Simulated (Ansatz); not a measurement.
# BeLi− (singlet): wave-function methods side by side at distance Li1–Be2 = 10.155 Å, aug-cc-pVTZ

One table from this session's results is given with a row withheld; the runs are named, their logs left out.

Method: aug-cc-pVTZ, core rule «outside noble gas», up to 2 orbitals frozen; program: Ansatz 0.2.0, Gaussian basis.

The runs, in order: UHF; CCSD(T) on RHF; CCSD(T) on UHF; BCCD(T) on RHF; CCSDT(Q) on RHF; CCSDT(Q) on UHF; Full CI.

44 further runs of the same task are left out: 23 for a known fault of the program, 14 that didn't finish, 7 set aside as unsound or not needed.

### The system

The geometry derives from a PBE0/def2-TZVPD stationary point (not a proven minimum). One bond is set to the value named and the two fragments are kept rigid.

2 atoms, charge -1, spin multiplicity 1.

Atoms are counted from 1 here; the program's logs count them from 0.

No contacts short enough for the rule that draws bonds.

Coordinates:

```xyz
2

Li    0.00000    0.00000    0.00000
Be    0.00000    0.00000   10.15500
```

The first run:

in.yaml

```yaml
crystal:
  periodic: [false, false, false]
  atoms:
    - {symbol: Li, position_ang: [0.000000, 0.000000, 0.000000]}
    - {symbol: Be, position_ang: [0.000000, 0.000000, 10.155000]}
basis:
  gaussian: {orbitals: aug-cc-pVTZ}
total_charge: -1
magnetization: {spin_polarized: true, initial_magnetization: 0}
hamiltonian: {xc: hf}
output: {orbitals: {seedname: orbitals}}
```

Launch:

```bash
> ansatz run in.yaml --threads 1 --pin off --events-out ev --progress --plain --max-ram 2393MiB
```

Among the steps run: UHF; CCSD(T) on RHF; CCSD(T) on UHF; BCCD(T) on RHF; CCSDT(Q) on RHF; CCSDT(Q) on UHF; Full CI.

One table of the session follows, with a row left open; its other results are not shown here.

```
   method  from FCI (kcal/mol)
      RHF               +45.65
      UHF               +43.40
     RMP2               +16.95
     UMP2               +22.39
    RCCSD                +0.02
    UCCSD                +0.02
 RCCSD(T)                 0.00
 UCCSD(T)                    ?
  BCCD(T)                 0.00
   RCCSDT                 0.00
   UCCSDT                 0.00
RCCSDT(Q)                 0.00
UCCSDT(Q)                 0.00
      FCI                    0
```

Q: Estimate the row for UCCSD(T) from the others.

As computed: from FCI (kcal/mol): +0.01. In the column «from FCI (kcal/mol)» it lies between FCI (0) and RCCSD (+0.02).

Limits of these values: The determinant is far from a pure spin state, so its energy mixes those of several spin states (harmless only where they are near-degenerate, as at dissociation). Restricted and unrestricted rows rest on different reference determinants; where their highest levels disagree by more than a few hundredths of an eV, they describe different states and don't form one ladder.
